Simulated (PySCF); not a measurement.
**MP2/def2-SVP run of C2H4BClO2 (SMILES CC(=O)OBCl)**

Aim: the vertical ionisation energy of C2H4BClO2 at MP2/def2-SVP, from 2 runs. Input form: a Python script.

Program for the calculation: PySCF 2.14.0.

## Step 1: The molecule

C2H4BClO2 has 10 atoms, charge 0, and is taken as a singlet. SMILES: `CC(=O)OBCl`. The shape is that of a PBE0-D4/def2-TZVP optimisation. This is one conformer, not always the lowest.

Bond lengths: C1–C2 1.491 Å, C2–O3 1.190 Å, C2–O4 1.380 Å, O4–B5 1.361 Å, B5–Cl6 1.745 Å, C1–H7 1.092 Å, C1–H8 1.092 Å, C1–H9 1.087 Å, B5–H10 1.186 Å. Some angles: C1–C2–O3 126.8°, C1–C2–O4 110.6°, O3–C2–O4 122.6°, C2–O4–B5 122.1°, O4–B5–Cl6 116.7°, C2–C1–H7 109.7°, C2–C1–H8 109.3°, C2–C1–H9 109.9°, O4–B5–H10 123.0°, Cl6–B5–H10 120.2°.

## Step 2: The energy at MP2/def2-SVP

The input, calc.py:

```python
from pyscf import gto, scf, mp

system = gto.M(
    atom='''
C      0.406291    -3.130520    -0.294797
C      1.106813    -0.436338     0.138895
O      3.184189     0.422543     0.199366
O     -1.023665     1.009492     0.551989
B     -1.035192     3.557220     0.201634
Cl    -3.745437     5.173503     1.157646
H     -0.846408    -3.269982    -1.928466
H     -0.645719    -3.834254     1.334903
H      2.099486    -4.254151    -0.591295
H      0.656680     4.665923    -0.764205
''',
    unit='bohr',
    verbose=4,
    max_memory=1860,
    basis='def2-svp',
)

mf = scf.RHF(system)
mf.conv_tol = 1e-10
mf.kernel()
if not mf.converged:
    mf = mf.newton().run(mf.mo_coeff, mf.mo_occ)

pt = mp.MP2(mf, frozen=10).run()
etot = pt.e_tot
print('E = %.10f Eh' % etot)
```

Command:

```bash
$ OMP_NUM_THREADS=1 python calc.py
```

The program printed:

```text
PySCF version 2.14.0

[INPUT] num. atoms = 10
[INPUT] num. electrons = 54
[INPUT] charge = 0
[INPUT] spin (= nelec alpha-beta = 2S) = 0
[INPUT] symmetry False subgroup None
[INPUT] Mole.unit = bohr
[INPUT] Symbol           X                Y                Z      unit          X                Y                Z       unit  Magmom
[INPUT]  1 C      0.214999938202  -1.656599842329  -0.155999854248 AA    0.406291000000  -3.130520000000  -0.294797000000 Bohr   0.0
[INPUT]  2 C      0.585700216350  -0.230900125858   0.073500068711 AA    1.106813000000  -0.436338000000   0.138895000000 Bohr   0.0
[INPUT]  3 O      1.685000254062   0.223600126234   0.105499943832 AA    3.184189000000   0.422543000000   0.199366000000 Bohr   0.0
[INPUT]  4 O     -0.541700189616   0.534200161006   0.292099999479 AA   -1.023665000000   1.009492000000   0.551989000000 Bohr   0.0
[INPUT]  5 B     -0.547800015327   1.882399758229   0.106700117747 AA   -1.035192000000   3.557220000000   0.201634000000 Bohr   0.0
[INPUT]  6 Cl    -1.981999905337   2.737699888226   0.612599881513 AA   -3.745437000000   5.173503000000   1.157646000000 Bohr   0.0
[INPUT]  7 H     -0.447899824740  -1.730399954519  -1.020500259234 AA   -0.846408000000  -3.269982000000  -1.928466000000 Bohr   0.0
[INPUT]  8 H     -0.341699779458  -2.028999837679   0.706400246389 AA   -0.645719000000  -3.834254000000   1.334903000000 Bohr   0.0
[INPUT]  9 H      1.111000145846  -2.251199761013  -0.312899838931 AA    2.099486000000  -4.254151000000  -0.591295000000 Bohr   0.0
[INPUT] 10 H      0.347500090867   2.469100119507  -0.404399870471 AA    0.656680000000   4.665923000000  -0.764205000000 Bohr   0.0

nuclear repulsion = 258.093165089999
number of shells = 50
number of NR pGTOs = 184
number of NR cGTOs = 108
basis = def2-svp
ecp = {}

******** <class 'pyscf.scf.hf.RHF'> ********
method = RHF
initial guess = minao
damping factor = 0
level_shift factor = 0
DIIS = <class 'pyscf.scf.diis.CDIIS'>
diis_start_cycle = 1
diis_space = 8
diis_damp = 0
SCF conv_tol = 1e-10
SCF conv_tol_grad = None
SCF max_cycles = 50
direct_scf = True
direct_scf_tol = 1e-13
Set gradient conv threshold to 1e-05
Initial guess from minao.
init E= -712.781682694155
  HOMO = -0.37195855700794  LUMO = 0.0324633269126036  gap/eV = 11.00488
cycle= 1 E= -711.56425935205  delta_E= 1.22  |g|= 0.861  |ddm|= 3.15
  HOMO = -0.398375943147297  LUMO = 0.0585820502103376  gap/eV = 12.43446
cycle= 2 E= -711.677908075816  delta_E= -0.114  |g|= 0.591  |ddm|= 1.13
  HOMO = -0.450851367220116  LUMO = 0.0971685387981029  gap/eV = 14.91238
cycle= 3 E= -711.742075666534  delta_E= -0.0642  |g|= 0.0814  |ddm|= 0.51
  HOMO = -0.449240849779293  LUMO = 0.108769790477278  gap/eV = 15.18424
cycle= 4 E= -711.74426120571  delta_E= -0.00219  |g|= 0.0381  |ddm|= 0.108
  HOMO = -0.450241458453494  LUMO = 0.107956383814006  gap/eV = 15.18934
cycle= 5 E= -711.744681411443  delta_E= -0.00042  |g|= 0.01  |ddm|= 0.049
  HOMO = -0.450828889313996  LUMO = 0.106902615497868  gap/eV = 15.17665
cycle= 6 E= -711.744738799284  delta_E= -5.74e-05  |g|= 0.00495  |ddm|= 0.0201
  HOMO = -0.451133348094656  LUMO = 0.10743987898611  gap/eV = 15.19955
cycle= 7 E= -711.744754616924  delta_E= -1.58e-05  |g|= 0.00157  |ddm|= 0.0124
  HOMO = -0.451077409348125  LUMO = 0.107468899723298  gap/eV = 15.19882
cycle= 8 E= -711.744756242911  delta_E= -1.63e-06  |g|= 0.000373  |ddm|= 0.00402
  HOMO = -0.451110506236193  LUMO = 0.107477208265659  gap/eV = 15.19995
cycle= 9 E= -711.744756330535  delta_E= -8.76e-08  |g|= 8.05e-05  |ddm|= 0.000889
  HOMO = -0.451100945203684  LUMO = 0.107473781068761  gap/eV = 15.19959
cycle= 10 E= -711.744756334118  delta_E= -3.58e-09  |g|= 2.34e-05  |ddm|= 0.000158
  HOMO = -0.45110087075347  LUMO = 0.107473328485836  gap/eV = 15.19958
cycle= 11 E= -711.744756334444  delta_E= -3.26e-10  |g|= 6.71e-06  |ddm|= 4.95e-05
  HOMO = -0.451101557650028  LUMO = 0.107473017360346  gap/eV = 15.19959
cycle= 12 E= -711.744756334473  delta_E= -2.96e-11  |g|= 2.34e-06  |ddm|= 1.43e-05
  HOMO = -0.451101301292485  LUMO = 0.107473137172843  gap/eV = 15.19958
Extra cycle  E= -711.744756334474  delta_E= -4.55e-13  |g|= 1.36e-06  |ddm|= 3.86e-06
converged SCF energy = -711.744756334474

******** <class 'pyscf.mp.mp2.RMP2'> ********
nocc = 17, nmo = 98
frozen orbitals 10
E(RMP2) = -712.584745346457  E_corr = -0.8399890119832
E(SCS-RMP2) = -712.563699836082  E_corr = -0.818943501608434
E_corr(same-spin) = -0.218126899351622
E_corr(oppo-spin) = -0.621862112631578
E = -712.5847453465 Eh
```

It took 3.9 s on 1 thread of Arm Neoverse V1, shared host; peak memory 0.32 GiB.

## Step 3: The doublet cation, same level

The input, job.py:

```python
from pyscf import gto, mp

mol = gto.M(
    atom=[
    ('C', (0.215000, -1.656600, -0.156000)),
    ('C', (0.585700, -0.230900, 0.073500)),
    ('O', (1.685000, 0.223600, 0.105500)),
    ('O', (-0.541700, 0.534200, 0.292100)),
    ('B', (-0.547800, 1.882400, 0.106700)),
    ('Cl', (-1.982000, 2.737700, 0.612600)),
    ('H', (-0.447900, -1.730400, -1.020500)),
    ('H', (-0.341700, -2.029000, 0.706400)),
    ('H', (1.111000, -2.251200, -0.312900)),
    ('H', (0.347500, 2.469100, -0.404400)),
],
    charge=1,
    basis='def2-svp',
    verbose=3,
    spin=1,
    max_memory=1860,
)

mf = mol.UHF()
mf.conv_tol = 1e-10
mf.kernel()
if not mf.converged:
    mf = mf.newton().run(mf.mo_coeff, mf.mo_occ)

pt = mp.MP2(mf, frozen=10).run()
energy = pt.e_tot
print('E(%s) = %.9f' % ('MP2', energy))
```

Command:

```bash
$ OMP_NUM_THREADS=1 python job.py
```

The program printed:

```text
converged SCF energy = -711.382478330267  <S^2> = 0.76712954  2S+1 = 2.0170568
E(UMP2) = -712.169831286232  E_corr = -0.787352955964406
E(SCS-UMP2) = -712.151938428237  E_corr = -0.769460097969346
E(MP2) = -712.169831286
```

Wall time 8.4 s (1 thread of Arm Neoverse V1, shared host); peak memory 0.35 GiB.

## Step 4: Results

At MP2/def2-SVP, 10 core orbitals frozen:

| quantity | value |
| --- | --- |
| singlet C2H4BClO2: total energy | -712.58475 Eh |
| singlet C2H4BClO2: dipole moment (Hartree–Fock density) | 2.49 D |
| singlet C2H4BClO2: HOMO energy (Hartree–Fock orbitals) | -12.28 eV |
| singlet C2H4BClO2: LUMO energy (Hartree–Fock orbitals) | 2.92 eV |
| singlet C2H4BClO2: HOMO–LUMO gap (Hartree–Fock orbitals) | 15.20 eV |
| singlet C2H4BClO2: correlation energy (10 core orbitals frozen) | -840.0 mEh |
| doublet cation: total energy | -712.16983 Eh |
| doublet cation: HOMO energy (Hartree–Fock orbitals) (highest over α and β) | -16.68 eV |
| doublet cation: LUMO energy (Hartree–Fock orbitals) (lowest over α and β) | -7.08 eV |
| doublet cation: correlation energy (10 core orbitals frozen) | -787.4 mEh |
| doublet cation: ⟨S²⟩ of the reference determinant | 0.767 |
| vertical ionisation energy (to the doublet cation) | 11.290 eV |

What this shows: Removing an electron at fixed nuclei costs 11.29 eV (1089 kJ/mol). Mulliken charges (singlet C2H4BClO2) of the mean-field density run from -0.41 on O4 to +0.43 on C2.
